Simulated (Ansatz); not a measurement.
# The iodine atom (doublet): the correlation ladder, def2-TZVPP

Aim: climb from Hartree-Fock through coupled cluster and multireference methods for the iodine atom (doublet) at one geometry and basis, and see what each rung misses.

Computed with Ansatz 0.2.0, Gaussian basis. Level: def2-TZVPP, core rule «outside noble gas», up to 9 orbitals frozen.

The runs, in order: UHF; CCSD(T) on ROHF; CCSD(T) on UHF; BCCD(T) on ROHF; CISD; CCSDT(Q) on ROHF; CCSDT(Q) on UHF; CASSCF and MRCISD+Q, 7 electrons in 4 orbitals; CASSCF and MRCISD+Q(relaxed), 7 electrons in 4 orbitals; CASSCF and NEVPT4(SD), 7 electrons in 4 orbitals; CASSCF and NEVPT2, 7 electrons in 4 orbitals.

## 1. The atom

A free atom, in its lowest state of this spin that the program finds. No spin-orbit coupling is included. Elements past krypton take def2 core potentials.

1 atom, charge 0, spin multiplicity 2.

## 2. UHF

The input, in.yaml:

```yaml
crystal:
  periodic: [false, false, false]
  atoms:
    - {symbol: I, position_ang: [0.000000, 0.000000, 0.000000]}
basis:
  gaussian: {orbitals: def2-TZVPP}
magnetization: {spin_polarized: true, initial_magnetization: 1}
hamiltonian: {xc: hf}
output: {orbitals: {seedname: orbitals}}
```

On the command line:

```bash
> ansatz run in.yaml --threads 1 --pin off --events-out ev --progress --plain --max-ram 2393MiB
```

Further steps of the session: CCSD(T) on ROHF; CCSD(T) on UHF; BCCD(T) on ROHF; CISD; CCSDT(Q) on ROHF; CCSDT(Q) on UHF; CASSCF and MRCISD+Q, 7 electrons in 4 orbitals; CASSCF and MRCISD+Q(relaxed), 7 electrons in 4 orbitals; CASSCF and NEVPT4(SD), 7 electrons in 4 orbitals; CASSCF and NEVPT2, 7 electrons in 4 orbitals.

**Question.** What will the summary of the whole plan be? Wanted: UCCSDT(Q) below the RHF energy; RMP2 from UCCSDT(Q); UMP2 from UCCSDT(Q); RCCSD from UCCSDT(Q); RCCSD(T) from UCCSDT(Q); UCCSD(T) from UCCSDT(Q); RCCSDT(Q) from UCCSDT(Q); NEVPT2 valence from UCCSDT(Q); NEVPT4(SD) valence from UCCSDT(Q).

As calculated:

```
                         quantity                                                                                                value
   UCCSDT(Q) below the RHF energy                                                                                           -3.8323 eV
              RMP2 from UCCSDT(Q)                                                                                           +612.6 meV
              UMP2 from UCCSDT(Q)                                                                                           +626.2 meV
             RCCSD from UCCSDT(Q)                                                                                           +134.4 meV
          RCCSD(T) from UCCSDT(Q)                                                                                            +22.5 meV
          UCCSD(T) from UCCSDT(Q)                                                                                            +17.7 meV
         RCCSDT(Q) from UCCSDT(Q)                                                                                             +5.1 meV
    NEVPT2 valence from UCCSDT(Q)                                                                                           +994.7 meV
NEVPT4(SD) valence from UCCSDT(Q)                                                                                           +122.0 meV
  MRCISD+Q valence from UCCSDT(Q)                                                                                            +29.3 meV
levels within 1 kcal/mol (43 meV)  RCCSD(T), UCCSD(T), BCCD(T), RCCSDT, UCCSDT, RCCSDT(Q), MRCISD+Q valence, MRCISD+Q(relaxed) valence
                    T1 diagnostic                                                                                                0.014
   effectively unpaired electrons                                                                                                 1.00
```

**Reading.** RCCSD(T) misses by +22.5 meV, 0.6 % of the correlation energy. One determinant dominates. Of the multireference levels listed MRCISD+Q valence comes nearest in total energy (+29.3 meV), which doesn't show that its space is the better one. These misses are within one basis, not against nature; the frozen cores of restricted and unrestricted runs differ, which can shift their rows.
